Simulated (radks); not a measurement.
# Nb⁴⁺ in [Ar] 3d10 4s2 4p5.75 4d1 5p0.25: an all-electron calculation

What are the levels of the niobium ion Nb4+, how large are its shells, and how does its energy divide?

The numbers are computed with radks (a radial shooting solver on a logarithmic mesh, Libxc functionals) version 1 (scalar-relativistic Kohn-Sham, LDA (Slater exchange, Perdew-Wang correlation), spin-polarised, spherical densities, finite nucleus; open shells are filled with parallel spins first), except any that are marked as measured or tabulated.

## (1) Starting point

```
element            : niobium (Z = 41)
charge             : +4
electrons          : 37
configuration      : [Ar] 3d10 4s2 4p5.75 4d1 5p0.25
nuclear rms radius : 4.324 fm
```

## (2) Self-consistent calculation

Input:

```text
Z 41
configuration [Ar] 3d10 4s2 4p5.75 4d1 5p0.25
relativity scalar-relativistic
functional lda,pw
spin polarised
nucleus finite rms 4.324 fm
c 137.035999084
```

On the command line:

```sh
> python run_ks.py task.json out
```

All runs below come from this command, one after another.

**Question.** What will this run give?

As calculated:

```
                        quantity                   value
                    total energy     -3811.98829 hartree
exchange-correlation share of it                  2.97 %
                            −T/E                  1.0294
          highest occupied level       5p up, -29.756 eV
    most extended occupied level  5p up, <r> = 2.90 bohr
 radius at density 0.001 e/bohr³               3.31 bohr
    maxima of the radial density                       3
```

5 principal shells are occupied and 3 maxima appear in the radial density; where shells overlap, one shows as a shoulder or not at all. Relativity lifts −T/E to 1.029. This is not the tabulated ground configuration, so its levels and sizes aren't those of the ground state, and no measured value stands beside it.
